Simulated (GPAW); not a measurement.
AgRh:

```xyz
2
Lattice="2.7776 0.0000 0.0000 -1.3888 2.4055 0.0000 0.0000 0.0000 4.8086" Properties=species:S:1:pos:R:3 pbc="T T T"
Ag    0.0000    0.0000    2.4043
Rh    1.3888    0.8018    0.0000
```

The cell comes from a database or a generator and needn't be the stable form of this composition.

| Item | Value |
| --- | --- |
| Program | GPAW 26.7.0 |
| Task | single point |
| Functional | PBEsol |
| Potentials or basis | PAW data sets generated in the run's folder for this functional |
| Cutoff | 600 eV |
| Basis | pw |
| k mesh | 11 × 11 × 6 |
| Occupations | fermi-dirac, width 0.05 eV |
| Spin | no spin polarisation |

On this cell: pressure -9.7 GPa; largest force under 0.003 eV/Å; band gap on the k mesh none (metal or under the smearing width).

The same run follows on a disturbed copy (atoms moved at random, drawn with an rms of 0.05 Å):

```xyz
2
Lattice="2.7776 0.0000 0.0000 -1.3888 2.4055 0.0000 0.0000 0.0000 4.8086" Properties=species:S:1:pos:R:3 pbc="T T T"
Ag   -0.0691   -0.0115    2.4209
Rh    1.4279    0.7566   -0.0426
```

Q: What changes?

A: The energy (extrapolated to zero smearing) moves by +8.4 meV/atom; pressure -9.3 GPa; largest force 0.391 eV/Å; band gap on the k mesh none (metal or under the smearing width).

Forces on the atoms (eV/Å):
```
Ag   0.101 -0.043 -0.375
Rh  -0.101  0.043  0.375
```

Stress tensor (GPa, compression positive):
```
-9.29 -0.51 -0.31
-0.51 -9.64  0.13
-0.31  0.13 -9.12
```
